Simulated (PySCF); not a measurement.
# As3Ga3H12 ((H2Ga-mu-AsH2)3): the cost of one run

Programs: PySCF 2.14.0, with density-fitted response routines of our own. Each step states its level of theory. These are calculated values for one molecule in the gas phase, unless marked as measured. Atoms are numbered from 0 throughout.

1 further run of the same task is left out (it didn't finish).

### Step 1. The starting structure

18 atoms, charge 0, multiplicity 1; geometry from: GFN2-xTB. The atoms were then displaced at random by about 0.03 Å, so the start is not that level's minimum.

Bonds of the start (Å): Ga0–H1 1.62, Ga0–H2 1.69, Ga0–As3 2.63, Ga0–As11 2.48, As3–Ga4 2.48, As3–H12 1.52, As3–H13 1.51, Ga4–H5 1.55, Ga4–H6 1.63, Ga4–As7 2.52, As7–Ga8 2.63, As7–H14 1.54, As7–H15 1.44, Ga8–H9 1.56, Ga8–H10 1.62, Ga8–As11 2.54, As11–H16 1.53, As11–H17 1.54.

### Step 2. Geometry optimisation at PBE0-D3(BJ)/def2-SVP

The job: settings as JSON, then the geometry in Å.

```
{"job": {"xc": "PBE0", "basis": "def2-SVP", "d3": "d3bj", "grid": 1, "maxiter": 40, "shake": 0.03, "kind": "geom"}, "charge": 0, "multiplicity": 1}
Ga    -2.282280     1.504060     0.292850
H     -2.642010     2.446640     1.555040
H     -3.480560     1.592550    -0.901700
As     0.125820     2.117650    -0.555980
Ga     2.364550     1.160600    -1.046730
H      2.691330     1.100410    -2.564080
H      3.428340     1.938700    -0.089050
As     1.876370    -1.153710    -0.163690
Ga     0.061290    -2.584670     1.099590
H      0.452010    -2.879180     2.576110
H     -0.318400    -3.853140     0.164630
As    -1.789410    -0.856340     0.878440
H      0.087290     3.637920    -0.515040
H      0.372470     2.033300     0.934510
H      1.078960    -1.447640    -1.444660
H      2.923440    -2.052080    -0.583690
H     -1.866300    -1.123400    -0.629060
H     -3.139220    -1.564740     1.070210
```

Started as:

```
$ OMP_NUM_THREADS=2 python probes_run.py task.json out
```

One launch serves the whole session: the jobs run in the order shown.

**Question.** How long does this first job take on 2 threads of Intel Xeon Platinum 8375C at 2.90GHz, shared host, and how much memory does it need?

About 23 min, with a peak of 2.5 GiB.
